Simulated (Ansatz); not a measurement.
# Si₂H₆O + H₂O: a complex and its separated parts

The complex below is one end of an elementary step. How strongly is it bound against its free parts?

Method: PBE0-D4/def2-TZVP structures, single points in def2-TZVPP, no counterpoise correction; program: Ansatz 0.2.0, Gaussian basis.

Levels: SPW92, PBE-D4, BLYP-D4, r2SCAN-D4, B97M-V, PBE0-D4, B3LYP-D4, r2SCAN0-D4, BHLYP-D4, CAM-B3LYP-D4, wB97X-V, wB97M-V, B2PLYP, PBE-QIDH, RPA on PBE, Hartree-Fock, MP2, CCSD, CCSD(T).

Correlated methods freeze the cores. B3LYP uses VWN-RPA correlation. B2PLYP carries no dispersion term here.

94 further runs of the same task are left out: 94 set aside as unsound or not needed.

## (1) The starting structure

The complex: 12 atoms, charge 0, spin multiplicity 1.

Atoms are counted from 1 here; the program's logs count them from 0.

Bond lengths: Si1–H2 1.486 Å, Si1–O3 1.647 Å, Si1–H5 1.479 Å, Si1–H6 1.483 Å, O3–Si4 1.628 Å, Si4–H9 1.488 Å, Si4–H10 1.484 Å, Si4–H11 1.488 Å, H7–O8 0.960 Å, O8–H12 0.960 Å. Angles: H2–Si1–O3 107.6°, H2–Si1–H5 111.4°, H2–Si1–H6 110.9°, O3–Si1–H5 106.2°, O3–Si1–H6 108.2°, H5–Si1–H6 112.4°, Si1–O3–Si4 146.0°, O3–Si4–H9 110.7°, O3–Si4–H10 108.7°, O3–Si4–H11 110.5°, H9–Si4–H10 109.3°, H9–Si4–H11 108.5°, H10–Si4–H11 109.1°, H7–O8–H12 105.4°.

Coordinates:

```xyz
12

Si    0.3392    0.0131    0.3872
H     1.3375   -0.6141   -0.5168
O    -1.1131   -0.7119    0.1056
Si   -2.4090   -0.8004   -0.8758
H     0.6604   -0.2471    1.8078
H     0.1977    1.4602    0.0955
H     3.2432    1.5369    0.1744
O     2.7986    1.2474    0.9749
H    -2.8556    0.5608   -1.2799
H    -3.5102   -1.4823   -0.1512
H    -2.0816   -1.5749   -2.1033
H     3.3928    0.6121    1.3818
```

Its parts: Si₂H₆O holds atoms 1, 2, 3, 4, 5, 6, 9, 10, 11; H₂O holds atoms 7, 8, 12. Each part counts its atoms afresh in its own runs.

## (2) Relaxing Si₂H₆O alone

The input, relax-a/in.yaml:

```yaml
crystal:
  periodic: [false, false, false]
  atoms:
    - {symbol: Si, position_ang: [0.339158, 0.013086, 0.387205]}
    - {symbol: H, position_ang: [1.337473, -0.614088, -0.516822]}
    - {symbol: O, position_ang: [-1.113114, -0.711922, 0.105571]}
    - {symbol: Si, position_ang: [-2.408972, -0.800370, -0.875811]}
    - {symbol: H, position_ang: [0.660421, -0.247100, 1.807770]}
    - {symbol: H, position_ang: [0.197730, 1.460246, 0.095492]}
    - {symbol: H, position_ang: [-2.855554, 0.560818, -1.279903]}
    - {symbol: H, position_ang: [-3.510157, -1.482274, -0.151200]}
    - {symbol: H, position_ang: [-2.081622, -1.574943, -2.103273]}
basis:
  gaussian: {orbitals: def2-TZVP}
hamiltonian: {xc: pbe0, dispersion: d4}
relax: {f_tol: 0.005, max_steps: 200}
```

Command:

```
$ ansatz run in.yaml --threads 4 --pin off --events-out ev --progress --plain --max-ram 9574MiB
```

After this run come: Relaxing H₂O alone; SPW92/def2-TZVPP; PBE-D4/def2-TZVPP; BLYP-D4/def2-TZVPP; r2SCAN-D4/def2-TZVPP; B97M-V/def2-TZVPP; PBE0-D4/def2-TZVPP; B3LYP-D4/def2-TZVPP; r2SCAN0-D4/def2-TZVPP; BHLYP-D4/def2-TZVPP; CAM-B3LYP-D4/def2-TZVPP; wB97X-V/def2-TZVPP; wB97M-V/def2-TZVPP; B2PLYP/def2-TZVPP; PBE-QIDH/def2-TZVPP; RPA on PBE/def2-TZVPP; CCSD(T)/def2-TZVPP; Vibrations of Si₂H₆O; Vibrations of H₂O.

Q: Predict the outcome of this session. Wanted: complex less parts, CCSD(T)/def2-TZVPP; with zero-point energy; largest T1 diagnostic.

**Answer**, as computed:

```
                              quantity         value
complex less parts, CCSD(T)/def2-TZVPP  -12.8 kJ/mol
                with zero-point energy   -7.0 kJ/mol
                 largest T1 diagnostic         0.011
```

**Reading.** At CCSD(T) the complex lies 12.8 kJ/mol below its parts. The functionals run from B3LYP-D4, off by -0.2 kJ/mol, to SPW92, off by -14.5 kJ/mol, against CCSD(T). Mean unsigned error by rung: LDA 14.5, GGA 2.0, meta-GGA 3.2, hybrid 1.2, range-separated hybrid 2.6, double hybrid 1.5 kJ/mol. PBE-D4 gives a relative energy 3.6 kJ/mol too low, inside chemical accuracy (1 kcal/mol, 4.2 kJ/mol). No counterpoise was applied, and triple zeta lacks some correlation, so the CCSD(T) reference has a basis error of its own, and close matches with it are partly luck.
